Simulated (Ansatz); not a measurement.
From input file to script: CaCd3, space group P6_3/mmc in Ansatz 0.2.0.

```yaml
crystal:
  lattice:
    - [6.703231, 0.0, 0.0]
    - [-3.351615, 5.805168, 0.0]
    - [0.0, 0.0, 4.998865]
  atoms:
    - { symbol: Ca, position: [0.666667, 0.333333, 0.25] }
    - { symbol: Ca, position: [0.333333, 0.666667, 0.75] }
    - { symbol: Cd, position: [0.314803, 0.157402, 0.75] }
    - { symbol: Cd, position: [0.842598, 0.157402, 0.75] }
    - { symbol: Cd, position: [0.842598, 0.685197, 0.75] }
    - { symbol: Cd, position: [0.685197, 0.842598, 0.25] }
    - { symbol: Cd, position: [0.157402, 0.842598, 0.25] }
    - { symbol: Cd, position: [0.157402, 0.314803, 0.25] }
kpoints:
  mp_grid:
    grid: [4, 4, 5]
hamiltonian:
  xc: r2scan
scf:
  occupations:
    method: cold
    width: 0.05
basis:
  ecutwfc: 500
output:
  stress: true
  eigenvalues: true
```

Script `cacd3_deck.py`:
```python
import ansatz as az
import numpy as np

deck = {
    "crystal": {
        "lattice": [[6.703231, 0.0, 0.0], [-3.351615, 5.805168, 0.0], [0.0, 0.0, 4.998865]],
        "atoms": [
            {"symbol": "Ca", "position": [0.666667, 0.333333, 0.25]},
            {"symbol": "Ca", "position": [0.333333, 0.666667, 0.75]},
            {"symbol": "Cd", "position": [0.314803, 0.157402, 0.75]},
            {"symbol": "Cd", "position": [0.842598, 0.157402, 0.75]},
            {"symbol": "Cd", "position": [0.842598, 0.685197, 0.75]},
            {"symbol": "Cd", "position": [0.685197, 0.842598, 0.25]},
            {"symbol": "Cd", "position": [0.157402, 0.842598, 0.25]},
            {"symbol": "Cd", "position": [0.157402, 0.314803, 0.25]},
        ],
    },
    "kpoints": {"mp_grid": {"grid": [4, 4, 5]}},
    "hamiltonian": {"xc": "r2scan"},
    "scf": {"occupations": {"method": "cold", "width": 0.05}},
    "basis": {"ecutwfc": 500},
    "output": {"stress": True, "eigenvalues": True},
}

out = az.Session.from_dict(deck).plan().execute()
report = out.report

energy = report["free_energy_ev"]
print("CaCd3: {:.6f} eV = {:.6f} Ry = {:.6f} Ha".format(energy, energy / 13.605693, energy / 27.211386))
print("Fermi level {:.4f} eV, {} k-points, {} symmetry operations".format(report["fermi_energy_ev"], report["n_kpoints"], report["n_symmetry_ops"]))

print("band  energy (eV)  occupation, at k =", report["kpoints_frac"][0])
for band, (e, occ) in enumerate(zip(report["eigenvalues_ev"][0], report["occupations"][0]), start=1):
    print(f"{band:4d} {e:12.4f} {occ:9.4f}")

stress = np.array(report["stress_gpa"])
print(f"pressure {np.trace(stress) / 3:.3f} GPa")
print("stress tensor, GPa, positive in compression")
print(np.round(stress, 3) + 0.0)

print("energy terms (eV)")
for term, value in report["components"].items():
    if abs(value) > 1e-9:
        print(f"  {term:26s} {value:16.5f}")
```

```console
$ python cacd3_deck.py
DeckWarning: the atoms were moved onto the symmetric positions of the space group found under crystal.symmetry.tolerance 1.0e-5 (fractional; no operation is sought that the atoms, as they stand in a round, miss by more than twice it, and no atom is moved by [...]
CaCd3: -53254.751739 eV = -3914.152093 Ry = -1957.076047 Ha
Fermi level 11.8602 eV, 12 k-points, 24 symmetry operations
band  energy (eV)  occupation, at k = [0.0, 0.0, 0.0]
   1     -93.9782    2.0000
   2     -93.9768    2.0000
   3     -93.9768    2.0000
   4     -93.9757    2.0000
   5     -93.9756    2.0000
   6     -93.9756    2.0000
   7     -54.1201    2.0000
   8     -54.1180    2.0000
   9     -54.1140    2.0000
  10     -54.1095    2.0000
  11     -54.1095    2.0000
  12     -54.1090    2.0000
  13     -54.1090    2.0000
  14     -54.1046    2.0000
  15     -54.1046    2.0000
  16     -54.0999    2.0000
  17     -54.0999    2.0000
  18     -54.0986    2.0000
  19     -54.0951    2.0000
  20     -54.0951    2.0000
  21     -54.0928    2.0000
  22     -54.0928    2.0000
  23     -54.0889    2.0000
  24     -54.0873    2.0000
  25     -31.2952    2.0000
  26     -31.2937    2.0000
  27     -11.4596    2.0000
  28     -11.4509    2.0000
  29     -11.4509    2.0000
  30     -11.4482    2.0000
  31     -11.4367    2.0000
  32     -11.4367    2.0000
  33       2.0805    2.0000
  34       2.1048    2.0000
  35       2.1173    2.0000
  36       2.1173    2.0000
  37       2.2312    2.0000
  38       2.3078    2.0000
  39       2.3321    2.0000
  40       2.3321    2.0000
  41       2.3614    2.0000
  42       2.3614    2.0000
  43       2.4038    2.0000
  44       2.5042    2.0000
  45       2.5042    2.0000
  46       2.7043    2.0000
  47       2.7043    2.0000
  48       2.7114    2.0000
  49       2.7983    2.0000
  50       2.7983    2.0000
  51       2.8293    2.0000
  52       2.8626    2.0000
  53       2.8626    2.0000
  54       2.9044    2.0000
  55       2.9044    2.0000
  56       2.9970    2.0000
  57       2.9970    2.0000
  58       3.0831    2.0000
  59       3.0962    2.0000
  60       3.0962    2.0000
  61       3.1703    2.0000
  62       3.3127    2.0000
  63       3.8538    2.0000
  64       8.4471    2.0000
  65       8.4471    2.0000
  66       9.4888    2.0000
  67       9.6102    2.0000
  68       9.6102    2.0000
  69       9.6309    2.0000
  70      10.7334    2.0000
  71      12.9056    0.0000
  72      13.6852    0.0000
  73      13.6852    0.0000
  74      14.1093    0.0000
  75      14.1093    0.0000
  76      15.0450    0.0000
  77      15.0450    0.0000
  78      15.4733    0.0000
  79      15.4739    0.0000
  80      15.4739    0.0000
  81      16.5141    0.0000
  82      16.7205    0.0000
pressure -0.187 GPa
stress tensor, GPa, positive in compression
[[-0.27   0.     0.   ]
 [ 0.    -0.27   0.   ]
 [ 0.     0.    -0.021]]
energy terms (eV)
  e_band                          -3038.51400
  e_kinetic                        3588.28150
  e_local                        -21591.40702
  e_nonlocal                        319.33479
  e_hartree                        9928.05317
  e_xc                            -1286.87895
  e_vxc                           -1872.41893
  e_paw                          -26350.81389
  e_vpaw                          -3468.98449
  e_augmentation_tail                 0.00003
  e_vtau                            130.57712
  e_ewald                        -17857.48890
  e_core_change                      -3.82995
  e_smearing                         -0.00250
```
(Warnings from the package without file and line, shortened, repeats left out.)

Notes:
- Total energies depend on the potentials; only differences at equal settings carry meaning. A total without «per atom» is that of the cell as typed.
- The energy terms are those on the plane-wave grid, with the one-centre PAW part apart; e_band, e_vxc and e_vpaw aren't summands of the total.
- The computed bands are complete only to about 4.2 eV above the Fermi level.
- For a metal this k-point mesh is coarse: on a finer one energies can move by several to tens of meV an atom and pressures by half a GPa or more, differences at one mesh by less.
- An absolute Fermi energy rests on an arbitrary zero of the periodic potential and has no direct meaning.
- This cell is a computed structure, which may not be the phase found in nature.
- Levels are Kohn-Sham eigenvalues on this mesh, without spin-orbit coupling.
- Hardware and time: 25 s on 1 thread of Arm Neoverse V1, with other jobs on the host, peak memory 0.99 GiB.

(Lines on the test bed's own set-up are left out of the output.)
